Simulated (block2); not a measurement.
# DMRG/ANO-RCC-MB run of GeS (germanium sulfide), part 1 of 2

Aim: the vertical electron affinity of GeS (germanium sulfide) at DMRG/ANO-RCC-MB, from 2 runs. Input form: a Python script.

The calculation is run with block2 0.5.4.

3 further runs of the same task are left out: 1 that didn't finish, 2 set aside as unsound or not needed.

## Step 1: The structure to begin with

GeS: 2 atoms, total charge 0, spin state singlet. SMILES: `[S+]#[Ge-]`. Geometry: the measured bond length.

Bond lengths: S1–Ge2 2.012 Å.

## Step 2: The energy at DMRG/ANO-RCC-MB

File job.py:

```python
import numpy as np
from pyscf import cc, dft, gto, mcscf, mp, scf
from pyblock2._pyscf.ao2mo import integrals as itg
from pyblock2.driver.core import DMRGDriver, SymmetryTypes

mol = gto.M(atom="""
S      0.000000     0.000000     0.000000
Ge     0.000000     0.000000     2.012086
""", basis="ano-rcc-mb", verbose=4, max_memory=2000)
print("basis functions               : %d" % (mol.nao))
mf = scf.RHF(mol)
mf.conv_tol = 1e-10
mf.max_cycle = 200
mf.kernel()
if not mf.converged:
    mf = mf.newton().run(mf.mo_coeff, mf.mo_occ)
print(f"E(HF)                         : {mf.e_tot:.10f}")
# MP2, CCSD and CCSD(T) with the same frozen core
ref = mf
pt = mp.MP2(ref, frozen=14).run()
mycc = cc.CCSD(ref, frozen=14)
mycc.max_cycle = 150
mycc.kernel()
print("MP2 total energy              : %.10f" % (pt.e_tot))
if mycc.converged:
    print(f"E(CCSD)                       : {mycc.e_tot:.10f}")
    print(f"E(CCSD(T))                    : {mycc.e_tot + mycc.ccsd_t():.10f}")
    print("T1 diagnostic                 : %.4f" % (mycc.get_t1_diagnostic()))
# a few density functionals on the same geometry and basis
ks = dft.RKS(mol, xc="tpssh").set(conv_tol=1e-9, verbose=3).run()
if ks.converged:
    print("E(TPSSh)                      : %.8f" % (ks.e_tot))
ks = dft.RKS(mol, xc="m062x").set(conv_tol=1e-9, verbose=3).run()
if ks.converged:
    print(f"E(M06-2X)                     : {ks.e_tot:.8f}")
ks = dft.RKS(mol, xc="pbe").set(conv_tol=1e-9, verbose=3).run()
if ks.converged:
    print("E(PBE)                        : %.8f" % (ks.e_tot))
# rotate to MP2 natural orbitals
occ_no, mo = mcscf.addons.make_natural_orbitals(mp.MP2(mf, frozen=14).run())
mf.mo_coeff = mo
ncas, n_elec, spin, ecore, h1e, g2e, orb_sym = itg.get_rhf_integrals(mf, ncore=14, ncas=13, pg_symm=False, g2e_symm=8)
driver = DMRGDriver(scratch="./tmp", symm_type=SymmetryTypes.SU2, stack_mem=1500 << 20, n_threads=1)
driver.initialize_system(n_sites=ncas, n_elec=n_elec, spin=spin, orb_sym=orb_sym)
mpo = driver.get_qc_mpo(h1e=h1e, g2e=g2e, ecore=ecore, iprint=0)
occs = np.array([1.7] * 10 + [0.3] * 3)
ket = driver.get_random_mps(tag="GS", bond_dim=75, nroots=1, occs=occs)
bond_dims = [75] * 2 + [150] * 3
noises = [0.0001] * 2 + [1e-05] * 3 + [0]
thrds = [1e-07] * 5
e = driver.dmrg(mpo, ket, n_sweeps=11, tol=1e-07, bond_dims=bond_dims, noises=noises, thrds=thrds, iprint=2)
ms, dws, es = driver.get_dmrg_results()
print("max discarded weight          : %.3e" % (dws[-1]))
print("final energy                  : %.10f" % (e))
dm1 = driver.get_1pdm(ket)
print("natural occupations           :", np.round(np.linalg.eigvalsh(dm1)[::-1], 5).tolist())
c_act = mf.mo_coeff[:, 14:27]
dm_ao = c_act @ dm1 @ c_act.T + 2 * mf.mo_coeff[:, :14] @ mf.mo_coeff[:, :14].T
print("dipole moment (debye)         :", np.round(scf.hf.dip_moment(mol, dm_ao, verbose=0), 4).tolist())
print(f"largest bipartite entropy     : {max(driver.get_bipartite_entanglement(ket)):.4f}")
# exact diagonalisation in the same space
ci = mcscf.CASCI(mf, 13, (10, 10))
ci.fix_spin_(ss=0)
ci.fcisolver.conv_tol = 1e-10
ci.fcisolver.max_cycle = 200
ci.kernel()
print("exact diagonalisation         : %.10f" % (ci.e_tot))
```

Run with:

```sh
$ python job.py
```

Log:

```text
[INPUT] verbose = 4
[INPUT] num. atoms = 2
[INPUT] num. electrons = 48
[INPUT] charge = 0
[INPUT] spin (= nelec alpha-beta = 2S) = 0
[INPUT] symmetry False subgroup None
[INPUT] Mole.unit = angstrom
[INPUT] Symbol           X                Y                Z      unit          X                Y                Z       unit  Magmom
[INPUT]  1 S      0.000000000000   0.000000000000   0.000000000000 AA    0.000000000000   0.000000000000   0.000000000000 Bohr   0.0
[INPUT]  2 Ge     0.000000000000   0.000000000000   2.012086000000 AA    0.000000000000   0.000000000000   3.802291479072 Bohr   0.0

nuclear repulsion = 134.655641951209
number of shells = 5
number of NR pGTOs = 179
number of NR cGTOs = 27
basis = ano-rcc-mb
ecp = {}
CPU time:         0.74
basis functions               : 27

******** <class 'pyscf.scf.hf.RHF'> ********
method = RHF
initial guess = minao
damping factor = 0
level_shift factor = 0
DIIS = <class 'pyscf.scf.diis.CDIIS'>
diis_start_cycle = 1
diis_space = 8
diis_damp = 0
SCF conv_tol = 1e-10
SCF conv_tol_grad = None
SCF max_cycles = 200
direct_scf = True
direct_scf_tol = 1e-13
chkfile to save SCF result = tmpz_sbhgcf
max_memory 2000 MB (current use 121 MB)
Set gradient conv threshold to 1e-05
Initial guess from minao.
init E= -2459.35850741559
  HOMO = -0.255553040638832  LUMO = 3.78994902364121e-05  gap/eV = 6.95498
cycle= 1 E= -2459.2234954751  delta_E= 0.135  |g|= 0.294  |ddm|= 1.93
  HOMO = -0.32108906138514  LUMO = 0.00921592108215555  gap/eV = 8.98806
cycle= 2 E= -2459.24557002497  delta_E= -0.0221  |g|= 0.284  |ddm|= 1.29
  HOMO = -0.369536614948571  LUMO = 0.0206639755400011  gap/eV = 10.61790
cycle= 3 E= -2459.28744786334  delta_E= -0.0419  |g|= 0.00733  |ddm|= 0.524
  HOMO = -0.372417724683675  LUMO = 0.0251375993964645  gap/eV = 10.81803
cycle= 4 E= -2459.28747795856  delta_E= -3.01e-05  |g|= 0.00081  |ddm|= 0.0169
  HOMO = -0.37220058342074  LUMO = 0.0244985957080063  gap/eV = 10.79473
cycle= 5 E= -2459.2874784864  delta_E= -5.28e-07  |g|= 0.000312  |ddm|= 0.00307
  HOMO = -0.372159108016598  LUMO = 0.0244464267719087  gap/eV = 10.79219
cycle= 6 E= -2459.28747857308  delta_E= -8.67e-08  |g|= 0.000133  |ddm|= 0.00111
  HOMO = -0.372125543347861  LUMO = 0.0244099106278637  gap/eV = 10.79028
cycle= 7 E= -2459.28747859465  delta_E= -2.16e-08  |g|= 9.52e-06  |ddm|= 0.000832
  HOMO = -0.372122618949497  LUMO = 0.0244075630665649  gap/eV = 10.79014
cycle= 8 E= -2459.28747859477  delta_E= -1.11e-10  |g|= 3.08e-07  |ddm|= 6.43e-05
  HOMO = -0.372122673341539  LUMO = 0.0244076973933982  gap/eV = 10.79014
cycle= 9 E= -2459.28747859476  delta_E= 1.36e-12  |g|= 1.72e-08  |ddm|= 1.66e-06
  HOMO = -0.372122671912761  LUMO = 0.024407702479891  gap/eV = 10.79014
Extra cycle  E= -2459.28747859476  delta_E= 1.36e-12  |g|= 4.63e-09  |ddm|= 4.13e-08
converged SCF energy = -2459.28747859476
E(HF)                         : -2459.2874785948

******** <class 'pyscf.mp.mp2.RMP2'> ********
nocc = 10, nmo = 13
frozen orbitals 14
max_memory 2000 MB (current use 129 MB)
E(RMP2) = -2459.35349007689  E_corr = -0.0660114821262826
E(SCS-RMP2) = -2459.35268101626  E_corr = -0.0652024214961802
E_corr(same-spin) = -0.0161669504484911
E_corr(oppo-spin) = -0.0498445316777915

******** <class 'pyscf.cc.ccsd.CCSD'> ********
CC2 = 0
CCSD nocc = 10, nmo = 13
frozen orbitals 14
max_cycle = 150
direct = 0
conv_tol = 1e-07
conv_tol_normt = 1e-05
diis_space = 6
diis_start_cycle = 0
diis_start_energy_diff = 1e+09
max_memory 2000 MB (current use 129 MB)
Init t2, MP2 energy = -2459.35349007707  E_corr(MP2) -0.0660114823102297
Init E_corr(CCSD) = -0.0660114823102297
cycle = 1  E_corr(CCSD) = -0.0645592767603815  dE = 0.00145220555  norm(t1,t2) = 0.0870551
cycle = 2  E_corr(CCSD) = -0.0704116581194066  dE = -0.00585238136  norm(t1,t2) = 0.0260207
cycle = 3  E_corr(CCSD) = -0.0701236303758292  dE = 0.000288027744  norm(t1,t2) = 0.0137848
cycle = 4  E_corr(CCSD) = -0.0712754601469054  dE = -0.00115182977  norm(t1,t2) = 0.00652195
cycle = 5  E_corr(CCSD) = -0.0712860115009141  dE = -1.0551354e-05  norm(t1,t2) = 0.000982368
cycle = 6  E_corr(CCSD) = -0.071275981398372  dE = 1.00301025e-05  norm(t1,t2) = 0.000146073
cycle = 7  E_corr(CCSD) = -0.0712744898892219  dE = 1.49150915e-06  norm(t1,t2) = 1.90149e-05
cycle = 8  E_corr(CCSD) = -0.0712750856710816  dE = -5.9578186e-07  norm(t1,t2) = 5.41808e-06
cycle = 9  E_corr(CCSD) = -0.0712750781232972  dE = 7.5477844e-09  norm(t1,t2) = 1.52847e-06
CCSD converged
E(CCSD) = -2459.358753672886  E_corr = -0.07127507812329724
MP2 total energy              : -2459.3534900769
E(CCSD)                       : -2459.3587536729
CCSD(T) correction = -0.00624792946463182
E(CCSD(T))                    : -2459.3650016024
T1 diagnostic                 : 0.0230
radial grids:
    Treutler-Ahlrichs [JCP 102, 346 (1995); DOI:10.1063/1.469408] (M4) radial grids

becke partition: Becke, JCP 88, 2547 (1988); DOI:10.1063/1.454033
pruning grids: <function nwchem_prune at 0xf9d4752dc180>
grids dens level: 3
symmetrized grids: False
atomic radii adjust function: <function treutler_atomic_radii_adjust at 0xf9d4752dc680>
tot grids = 39520
converged SCF energy = -2461.64071935476
E(TPSSh)                      : -2461.64071935
radial grids:
    Treutler-Ahlrichs [JCP 102, 346 (1995); DOI:10.1063/1.469408] (M4) radial grids

becke partition: Becke, JCP 88, 2547 (1988); DOI:10.1063/1.454033
pruning grids: <function nwchem_prune at 0xf9d4752dc180>
grids dens level: 3
symmetrized grids: False
atomic radii adjust function: <function treutler_atomic_radii_adjust at 0xf9d4752dc680>
[... 1 line left out ...]
converged SCF energy = -2461.73170165926
[... 37 lines left out ...]
 --> Site =    0-   1 .. Mmps =    3 Ndav =  28 E =  -2458.1973636302 Error = 0.00e+00 FLOPS = 2.54e+08 Tdav = 0.00 T = 0.01
[... 1 line left out ...]
 --> Site =    2-   3 .. Mmps =   13 Ndav =  21 E =  -2458.5207914999 Error = 0.00e+00 FLOPS = 1.04e+09 Tdav = 0.01 T = 0.02
[... 1 line left out ...]
 --> Site =    4-   5 .. Mmps =   48 Ndav =  15 E =  -2458.8568269090 Error = 6.76e-25 FLOPS = 1.57e+09 Tdav = 0.02 T = 0.06
[... 1 line left out ...]
 --> Site =    6-   7 .. Mmps =   75 Ndav =  18 E =  -2459.2189394847 Error = 2.75e-13 FLOPS = 2.14e+09 Tdav = 0.04 T = 0.22
[... 1 line left out ...]
 --> Site =    8-   9 .. Mmps =   75 Ndav =   8 E =  -2459.3591546017 Error = 1.35e-10 FLOPS = 2.22e+09 Tdav = 0.01 T = 0.05
[... 1 line left out ...]
 --> Site =   10-  11 .. Mmps =   75 Ndav =   6 E =  -2459.3642070854 Error = 3.63e-18 FLOPS = 1.35e+09 Tdav = 0.00 T = 0.03
[... 10 lines left out ...]
 <-- Site =   11-  12 .. Mmps =    3 Ndav =   1 E =  -2459.3642070854 Error = 0.00e+00 FLOPS = 4.17e+08 Tdav = 0.00 T = 0.00
[... 1 line left out ...]
 <-- Site =    9-  10 .. Mmps =   34 Ndav =   5 E =  -2459.3643230012 Error = 0.00e+00 FLOPS = 2.35e+09 Tdav = 0.01 T = 0.03
[... 1 line left out ...]
 <-- Site =    7-   8 .. Mmps =   75 Ndav =   6 E =  -2459.3655867179 Error = 3.10e-07 FLOPS = 3.59e+09 Tdav = 0.09 T = 0.17
[... 1 line left out ...]
 <-- Site =    5-   6 .. Mmps =   75 Ndav =   2 E =  -2459.3656347786 Error = 1.80e-08 FLOPS = 3.18e+09 Tdav = 0.02 T = 0.26
[... 1 line left out ...]
 <-- Site =    3-   4 .. Mmps =   75 Ndav =   1 E =  -2459.3656347800 Error = 1.80e-10 FLOPS = 1.85e+09 Tdav = 0.00 T = 0.04
[... 1 line left out ...]
 <-- Site =    1-   2 .. Mmps =   59 Ndav =   2 E =  -2459.3656348398 Error = 2.59e-20 FLOPS = 1.08e+09 Tdav = 0.00 T = 0.03
[... 10 lines left out ...]
 --> Site =    0-   1 .. Mmps =    3 Ndav =   1 E =  -2459.3656348398 Error = 0.00e+00 FLOPS = 3.08e+08 Tdav = 0.00 T = 0.00
[... 1 line left out ...]
 --> Site =    2-   3 .. Mmps =   31 Ndav =   1 E =  -2459.3656348398 Error = 0.00e+00 FLOPS = 1.41e+09 Tdav = 0.00 T = 0.03
[... 1 line left out ...]
 --> Site =    4-   5 .. Mmps =  143 Ndav =   1 E =  -2459.3656348398 Error = 1.27e-20 FLOPS = 2.57e+09 Tdav = 0.01 T = 0.08
[... 1 line left out ...]
 --> Site =    6-   7 .. Mmps =  150 Ndav =   2 E =  -2459.3656351961 Error = 1.84e-11 FLOPS = 3.40e+09 Tdav = 0.06 T = 0.68
[... 1 line left out ...]
 --> Site =    8-   9 .. Mmps =  150 Ndav =   3 E =  -2459.3656445457 Error = 1.23e-09 FLOPS = 3.31e+09 Tdav = 0.04 T = 0.21
[... 1 line left out ...]
 --> Site =   10-  11 .. Mmps =  127 Ndav =   1 E =  -2459.3656653869 Error = 7.64e-20 FLOPS = 1.41e+09 Tdav = 0.00 T = 0.07
[... 10 lines left out ...]
 <-- Site =   11-  12 .. Mmps =    3 Ndav =   1 E =  -2459.3656653869 Error = 0.00e+00 FLOPS = 6.49e+08 Tdav = 0.00 T = 0.00
[... 1 line left out ...]
 <-- Site =    9-  10 .. Mmps =   35 Ndav =   1 E =  -2459.3656653869 Error = 0.00e+00 FLOPS = 2.19e+09 Tdav = 0.01 T = 0.07
[... 1 line left out ...]
 <-- Site =    7-   8 .. Mmps =  150 Ndav =   3 E =  -2459.3656737723 Error = 3.43e-09 FLOPS = 3.73e+09 Tdav = 0.12 T = 0.32
 <-- Site =    6-   7 .. Mmps =  150 Ndav =   2 E =  -2459.3656739938 Error = 2.59e-09 FLOPS = 3.91e+09 Tdav = 0.17 T = 0.86
 <-- Site =    5-   6 .. Mmps =  150 Ndav =   1 E =  -2459.3656739874 Error = 2.40e-10 FLOPS = 3.64e+09 Tdav = 0.06 T = 0.73
 <-- Site =    4-   5 .. Mmps =  150 Ndav =   1 E =  -2459.3656739870 Error = 1.86e-11 FLOPS = 3.08e+09 Tdav = 0.02 T = 0.23
 <-- Site =    3-   4 .. Mmps =  150 Ndav =   1 E =  -2459.3656739870 Error = 1.73e-12 FLOPS = 2.41e+09 Tdav = 0.01 T = 0.15
 <-- Site =    2-   3 .. Mmps =  150 Ndav =   1 E =  -2459.3656739870 Error = 1.06e-17 FLOPS = 1.66e+09 Tdav = 0.00 T = 0.09
 <-- Site =    1-   2 .. Mmps =   63 Ndav =   1 E =  -2459.3656739870 Error = 2.49e-20 FLOPS = 1.04e+09 Tdav = 0.00 T = 0.08
 <-- Site =    0-   1 .. Mmps =   13 Ndav =   1 E =  -2459.3656739870 Error = 8.41e-21 FLOPS = 3.60e+08 Tdav = 0.00 T = 0.01
Time elapsed =      6.522 | E =   -2459.3656739938 | DE = -8.61e-06 | DW = 3.43311e-09
Time sweep =        2.740 | 1.47 GFLOP/SWP
 | Dmem = 5.19 MB (4%) | Imem = 59.8 KB (97%) | Hmem = 105 MB | Wmem = 118 KB | Pmem = 1.47 MB
 | Tread = 0.032 | Twrite = 0.030 | Tfpread = 0.031 | Tfpwrite = 0.028 | Tmporead = 0.000
 | data = 20.9 MB | cpsd = 16.3 MB | Tasync = 0.000
 | Trot = 0.193 | Tctr = 0.000 | Tint = 0.001 | Tmid = 0.000 | Tdctr = 0.001 | Tdiag = 0.009 | Tinfo = 0.008
 | Teff = 1.822 | Tprt = 0.138 | Teig = 0.433 | Tblk = 2.491 | Tmve = 0.248 | Tdm = 0.010 | Tsplt = 0.027 | Tsvd = 0.000 | Torth = 0.000

Sweep =    4 | Direction =  forward | Bond dimension =  150 | Noise =  1.00e-05 | Dav threshold =  1.00e-07
 --> Site =    0-   1 .. Mmps =    3 Ndav =   1 E =  -2459.3656739870 Error = 0.00e+00 FLOPS = 3.64e+08 Tdav = 0.00 T = 0.00
 --> Site =    1-   2 .. Mmps =   10 Ndav =   1 E =  -2459.3656739870 Error = 0.00e+00 FLOPS = 1.20e+09 Tdav = 0.00 T = 0.05
 --> Site =    2-   3 .. Mmps =   31 Ndav =   1 E =  -2459.3656739870 Error = 0.00e+00 FLOPS = 1.65e+09 Tdav = 0.00 T = 0.07
 --> Site =    3-   4 .. Mmps =   80 Ndav =   1 E =  -2459.3656739870 Error = 0.00e+00 FLOPS = 2.45e+09 Tdav = 0.01 T = 0.10
 --> Site =    4-   5 .. Mmps =  150 Ndav =   1 E =  -2459.3656739870 Error = 1.95e-16 FLOPS = 3.10e+09 Tdav = 0.02 T = 0.18
 --> Site =    5-   6 .. Mmps =  150 Ndav =   2 E =  -2459.3656740051 Error = 2.11e-11 FLOPS = 3.81e+09 Tdav = 0.13 T = 0.78
 --> Site =    6-   7 .. Mmps =  150 Ndav =   1 E =  -2459.3656740050 Error = 9.57e-11 FLOPS = 3.91e+09 Tdav = 0.08 T = 0.83
 --> Site =    7-   8 .. Mmps =  150 Ndav =   1 E =  -2459.3656740050 Error = 8.30e-10 FLOPS = 3.69e+09 Tdav = 0.04 T = 0.31
 --> Site =    8-   9 .. Mmps =  150 Ndav =   1 E =  -2459.3656740050 Error = 1.37e-09 FLOPS = 3.32e+09 Tdav = 0.01 T = 0.17
 --> Site =    9-  10 .. Mmps =  150 Ndav =   1 E =  -2459.3656740050 Error = 1.83e-09 FLOPS = 2.43e+09 Tdav = 0.00 T = 0.10
 --> Site =   10-  11 .. Mmps =  128 Ndav =   1 E =  -2459.3656740050 Error = 6.77e-20 FLOPS = 1.44e+09 Tdav = 0.00 T = 0.06
 --> Site =   11-  12 .. Mmps =   58 Ndav =   1 E =  -2459.3656740050 Error = 4.07e-21 FLOPS = 6.59e+08 Tdav = 0.00 T = 0.03
Time elapsed =      9.209 | E =   -2459.3656740051 | DE = -1.13e-08 | DW = 1.82954e-09
Time sweep =        2.687 | 1.01 GFLOP/SWP
 | Dmem = 5.11 MB (4%) | Imem = 61.7 KB (97%) | Hmem = 104 MB | Wmem = 117 KB | Pmem = 1.46 MB
 | Tread = 0.060 | Twrite = 0.030 | Tfpread = 0.058 | Tfpwrite = 0.028 | Tmporead = 0.000
 | data = 22.4 MB | cpsd = 17.7 MB | Tasync = 0.000
 | Trot = 0.207 | Tctr = 0.001 | Tint = 0.001 | Tmid = 0.000 | Tdctr = 0.032 | Tdiag = 0.009 | Tinfo = 0.023
 | Teff = 1.876 | Tprt = 0.139 | Teig = 0.297 | Tblk = 2.419 | Tmve = 0.267 | Tdm = 0.011 | Tsplt = 0.032 | Tsvd = 0.000 | Torth = 0.000

Sweep =    5 | Direction = backward | Bond dimension =  150 | Noise =  0.00e+00 | Dav threshold =  1.00e-08
 <-- Site =   11-  12 .. Mmps =    3 Ndav =   1 E =  -2459.3656740050 Error = 0.00e+00 FLOPS = 6.48e+08 Tdav = 0.00 T = 0.00
 <-- Site =   10-  11 .. Mmps =   10 Ndav =   1 E =  -2459.3656740050 Error = 0.00e+00 FLOPS = 1.44e+09 Tdav = 0.00 T = 0.04
 <-- Site =    9-  10 .. Mmps =   35 Ndav =   1 E =  -2459.3656740050 Error = 0.00e+00 FLOPS = 2.45e+09 Tdav = 0.00 T = 0.06
 <-- Site =    8-   9 .. Mmps =   94 Ndav =   1 E =  -2459.3656740050 Error = 4.89e-21 FLOPS = 3.40e+09 Tdav = 0.01 T = 0.10
 <-- Site =    7-   8 .. Mmps =  150 Ndav =   2 E =  -2459.3656740124 Error = 7.50e-17 FLOPS = 3.70e+09 Tdav = 0.08 T = 0.24
 <-- Site =    6-   7 .. Mmps =  150 Ndav =   2 E =  -2459.3656740173 Error = 1.01e-10 FLOPS = 3.96e+09 Tdav = 0.19 T = 0.84
 <-- Site =    5-   6 .. Mmps =  150 Ndav =   1 E =  -2459.3656740168 Error = 1.15e-18 FLOPS = 3.81e+09 Tdav = 0.08 T = 0.73
 <-- Site =    4-   5 .. Mmps =  117 Ndav =   1 E =  -2459.3656740168 Error = 2.06e-20 FLOPS = 3.42e+09 Tdav = 0.03 T = 0.23
 <-- Site =    3-   4 .. Mmps =   75 Ndav =   1 E =  -2459.3656740168 Error = 8.16e-21 FLOPS = 3.23e+09 Tdav = 0.01 T = 0.10
 <-- Site =    2-   3 .. Mmps =   32 Ndav =   1 E =  -2459.3656740168 Error = 6.70e-21 FLOPS = 2.02e+09 Tdav = 0.00 T = 0.04
 <-- Site =    1-   2 .. Mmps =   11 Ndav =   1 E =  -2459.3656740168 Error = 1.27e-21 FLOPS = 5.12e+08 Tdav = 0.00 T = 0.01
 <-- Site =    0-   1 .. Mmps =    5 Ndav =   1 E =  -2459.3656740168 Error = 1.37e-21 FLOPS = 2.23e+07 Tdav = 0.00 T = 0.00
Time elapsed =     11.593 | E =   -2459.3656740173 | DE = -1.23e-08 | DW = 1.01341e-10
Time sweep =        2.383 | 1.44 GFLOP/SWP
 | Dmem = 5.13 MB (4%) | Imem = 61.7 KB (97%) | Hmem = 106 MB | Wmem = 129 KB | Pmem = 0 B
 | Tread = 0.028 | Twrite = 0.023 | Tfpread = 0.027 | Tfpwrite = 0.021 | Tmporead = 0.000
 | data = 16.5 MB | cpsd = 12.4 MB | Tasync = 0.000
 | Trot = 0.139 | Tctr = 0.000 | Tint = 0.000 | Tmid = 0.000 | Tdctr = 0.001 | Tdiag = 0.009 | Tinfo = 0.008
 | Teff = 1.723 | Tprt = 0.000 | Teig = 0.410 | Tblk = 2.206 | Tmve = 0.176 | Tdm = 0.001 | Tsplt = 0.020 | Tsvd = 0.000 | Torth = 0.000

max discarded weight          : 1.013e-10
final energy                  : -2459.3656740173
natural occupations           : [1.99993, 1.9999, 1.9999, 1.99983, 1.99983, 1.99805, 1.97948, 1.95448, 1.93317, 1.93317, 0.08365, 0.08365, 0.03494]
dipole moment (debye)         : [0.0, 0.0, 1.9152]
largest bipartite entropy     : 0.5950

******** <class 'pyscf.mcscf.casci.CASCI'> ********
CAS (10e+10e, 13o), ncore = 14, nvir = 0
natorb = False
canonicalization = True
sorting_mo_energy = False
max_memory 2000 MB (current use 319 MB)
******** <class 'pyscf.fci.addons.SpinPenaltyFCISolver'> ********
max. cycles = 200
conv_tol = 1e-10
davidson only = True
linear dependence = 1e-12
level shift = 0.001
max iter space = 12
max_memory 2000 MB
nroots = 1
pspace_size = 400
spin = None
Density matrix diagonal elements [1.999925   1.99989538 1.99989538 1.9998319  1.9998319  1.99804287
 1.97464441 1.95648728 1.93100336 1.93100336 0.08582228 0.08582228
 0.03779461]
CASCI converged
CASCI E = -2459.36567401884  E(CI) = -126.552006260387  S^2 = 0.0000000
exact diagonalisation         : -2459.3656740188
```

Run time: 27 s. Hardware: 1 thread of Arm Neoverse V1, shared host; peak memory 0.37 GiB.

(Continued in part 2 of 2.)
